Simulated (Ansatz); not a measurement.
# Co: pressure up to the limit of the methods

One table from this session's results is given with a row withheld; the runs are named, their logs left out.

Computed with Ansatz 0.2.0 (DFT PBEsol, with the methods named in each step, unless a step's input says otherwise).

1 further run of the same task is left out (it didn't finish). Runs told in other sessions of the task aren't counted.

### Starting point

It takes space group P6_3/mmc (No. 194, hexagonal). The conventional cell has a = 2.452 Å, b = 2.452 Å, c = 3.973 Å, α = 90.00°, β = 90.00°, γ = 120.00°. Around Co (site symmetry -6m2) lie 12 Co at 2.44 to 2.45 Å.

As a file:

```
Co
1.0
     2.45229    0.00000    0.00000
    -1.22614    2.12374    0.00000
     0.00000    0.00000    3.97271
Co
2
Direct
  0.33333 0.66667 0.25000
  0.66667 0.33333 0.75000
```

Whether this phase is the stable one at these pressures isn't tested.

Atoms are numbered in the order of the input: Co1, Co2.

Set-up of the first run:

input.yaml reads:

```yaml
crystal:
  lattice:
    - [2.4522888009, 0.0, 0.0]
    - [-1.2261444005, 2.123744399, 0.0]
    - [0.0, 0.0, 3.9727078575]
  atoms:
    - { symbol: Co, position: [0.3333333333, 0.6666666667, 0.25], spin: 1.7 }
    - { symbol: Co, position: [0.6666666667, 0.3333333333, 0.75], spin: 1.7 }
magnetization:
  spin_polarized: true
kpoints:
  mp_grid: { grid: [20, 20, 11] }
scf:
  occupations: { method: fermi_dirac, width: 0.05 }
hamiltonian:
  xc: pbesol
  pseudopotentials: { kind: paw }
output:
  forces: true
  stress: true
relax:
  f_tol: 0.005
  max_steps: 40
  cell: {}
```

Command:

```console
$ ansatz run input.yaml --threads 1 --pin off --max-ram 3072MiB --backend cpu --events-out ev --progress --plain --runs-dir out
```

Steps of the session up to this table: Cell relaxed at zero pressure, PAW; More of the same log: cell relaxed at zero pressure; Volume scaled by 1, PAW; Shape and atoms relaxed at 0.92 of the volume, PAW; Volume scaled by 0.92, PAW; Volume scaled by 0.92, PAW (source ansatz); Shape and atoms relaxed at 0.84 of the volume, PAW; Volume scaled by 0.84, PAW; Shape and atoms relaxed at 0.76 of the volume, PAW; Volume scaled by 0.76, PAW; Shape and atoms relaxed at 0.68 of the volume, PAW; Volume scaled by 0.68, PAW; Shape and atoms relaxed at 0.6 of the volume, PAW; Volume scaled by 0.6, PAW; Shape and atoms relaxed at 0.52 of the volume, PAW; Volume scaled by 0.52, PAW; Shape and atoms relaxed at 0.45 of the volume, PAW; More of the same log: shape and atoms relaxed at 0.45 of the volume; Volume scaled by 0.45, PAW.

One of the session's tables, all rows but one given; the rest of the session is left out.

| method | volume over the first | volume (Å³/atom) | pressure (GPa) | moment Co1 (μB) |
| --- | --- | --- | --- | --- |
| PAW | 1 | 10.376 | 0.00 | 1.64 |
| PAW | 0.92 | 9.546 | 24.81 | 1.56 |
| PAW | 0.84 | 8.716 | 62.68 | 1.39 |
| PAW | 0.76 | ? | ? | ? |
| PAW | 0.68 | 7.056 | 215.00 | 0.00 |
| PAW | 0.6 | 6.226 | 390.51 | 0.00 |
| PAW | 0.52 | 5.396 | 700.86 | 0.00 |
| PAW | 0.45 | 4.669 | 1182.03 | 0.00 |
| PAW (source ansatz) | 0.92 | 9.546 | 24.64 | 1.56 |

Estimate the missing values for PAW, 0.76.

**Answer.** volume (Å³/atom): 7.886; pressure (GPa): 115.91; moment Co1 (μB): 0.71. In the column «volume (Å³/atom)» it lies between PAW, 0.68 (7.056) and PAW, 0.84 (8.716).

Limits of these values: Other magnetic orders may lie lower; this is the state that the run reached. At pressures up to 1182 GPa the PAW spheres may overlap and frozen cores may not hold, so those PAW values are rough without an all-electron check. Warnings in the runs' records: seeded moment not kept.
